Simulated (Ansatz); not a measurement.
# ClGeH6NSi: up Jacob's ladder to CCSD(T)

How much do the methods differ for ClGeH6NSi? The plan is to run it at one geometry with functionals of several rungs and with coupled cluster, and see how far each lands from CCSD(T) at the basis-set limit for the atomisation energy.

Computed with Ansatz 0.2.0, Gaussian basis. Level: functionals in def2-TZVPP, the program's frozen cores in correlated methods.

Levels to be run: PBE-D4, r2SCAN-D4, PBE0-D4, B3LYP-D4, ωB97X-V, ωB97M-V, B2PLYP; CCSD(T)/def2-TZVPP; MP2/def2-QZVPP; extrapolation to the limit.

## Step 1: The relaxed structure

All runs share one geometry, relaxed beforehand with PBE0-D4 in a triple-zeta def2 set.

SMILES `[NH2][GeH2][SiH2]Cl`, 10 atoms, charge 0, spin multiplicity 1.

Atoms are counted from 1 here; the program's logs count them from 0.

Bond lengths: N1–Ge2 1.845 Å, N1–H5 1.011 Å, N1–H6 1.011 Å, Ge2–Si3 2.383 Å, Ge2–H7 1.552 Å, Ge2–H8 1.537 Å, Si3–Cl4 2.060 Å, Si3–H9 1.486 Å, Si3–H10 1.485 Å. Angles: Ge2–N1–H5 114.0°, Ge2–N1–H6 113.6°, H5–N1–H6 108.3°, N1–Ge2–Si3 107.4°, N1–Ge2–H7 114.2°, N1–Ge2–H8 106.5°, Si3–Ge2–H7 109.0°, Si3–Ge2–H8 111.4°, H7–Ge2–H8 108.2°, Ge2–Si3–Cl4 110.2°, Ge2–Si3–H9 110.9°, Ge2–Si3–H10 111.1°, Cl4–Si3–H9 107.7°, Cl4–Si3–H10 108.0°, H9–Si3–H10 108.8°.

As a file:

```csv
atom,x (Å),y (Å),z (Å)
N1,-1.4580,1.1203,-0.2004
Ge2,0.2798,0.6377,-0.5888
Si3,0.7602,-1.3494,0.6360
Cl4,-0.4008,-2.9058,-0.0507
H5,-1.6078,1.3780,0.7655
H6,-1.8123,1.8649,-0.7855
H7,1.3362,1.7186,-0.2339
H8,0.3361,0.3907,-2.1051
H9,0.4645,-1.1670,2.0808
H10,2.1851,-1.7393,0.4850
```

## Step 2: PBE-D4 (GGA)

Input file in.yaml:

```yaml
crystal:
  periodic: [false, false, false]
  atoms:
    - {symbol: N, position_ang: [-1.458004, 1.120310, -0.200444]}
    - {symbol: Ge, position_ang: [0.279819, 0.637732, -0.588755]}
    - {symbol: Si, position_ang: [0.760186, -1.349358, 0.636012]}
    - {symbol: Cl, position_ang: [-0.400775, -2.905774, -0.050745]}
    - {symbol: H, position_ang: [-1.607772, 1.377974, 0.765467]}
    - {symbol: H, position_ang: [-1.812280, 1.864923, -0.785478]}
    - {symbol: H, position_ang: [1.336175, 1.718625, -0.233858]}
    - {symbol: H, position_ang: [0.336105, 0.390745, -2.105084]}
    - {symbol: H, position_ang: [0.464498, -1.166984, 2.080806]}
    - {symbol: H, position_ang: [2.185148, -1.739292, 0.484979]}
basis:
  gaussian: {orbitals: def2-TZVPP}
hamiltonian: {xc: pbe, dispersion: d4}
output: {forces: true, orbitals: {seedname: orbitals}}
```

Command:

```console
$ ansatz run in.yaml --threads 4 --pin off --events-out ev --progress --plain --max-ram 10444MiB
```

The runs that follow: r2SCAN-D4 (meta-GGA); PBE0-D4 (hybrid); B3LYP-D4 (hybrid); ωB97X-V (range-separated); ωB97M-V (range-separated); B2PLYP (double hybrid); CCSD(T) in def2-TZVPP; MP2 in def2-QZVPP.

Before running them: what should the planned runs give, taken together? Wanted: atomisation energy, CCSD(T)/CBS; farthest; mean size of error, hybrid; mean size of error, range-separated; gap, smallest and largest; T1 diagnostic; triples share of the correlation energy.

**Answer**, as computed:

| quantity | value |
| --- | --- |
| atomisation energy, CCSD(T)/CBS | 710.3 kcal/mol |
| functionals within 7.1 kcal/mol (1.0 %) | PBE-D4, r2SCAN-D4, B3LYP-D4, ωB97X-V, ωB97M-V |
| farthest | B2PLYP (-14.5 kcal/mol) |
| mean size of error, hybrid | 7.7 kcal/mol |
| mean size of error, range-separated | 3.5 kcal/mol |
| gap, smallest and largest | 4.79 eV (PBE-D4), 11.48 eV (ωB97X-V) |
| T1 diagnostic | 0.0107 |
| triples share of the correlation energy | 3.7 % |

What this shows: PBE-D4 misses by -2.6 kcal/mol. Double hybrids carry the basis error of their MP2 part in triple zeta, and no dispersion term here, so their miss is partly the set-up's. The reference freezes the cores and leaves out relativity and excitations past (T), and its outer-core shells are covered unevenly, so misses under about 7.1 kcal/mol can't be ranked. Hartree-Fock recovers 71 % of the binding; the rest is correlation. Orbital gaps span 4.8 to 11.5 eV; exact exchange widens them. Correlated methods include outer-core shells of Ge, which these sets cover unevenly.
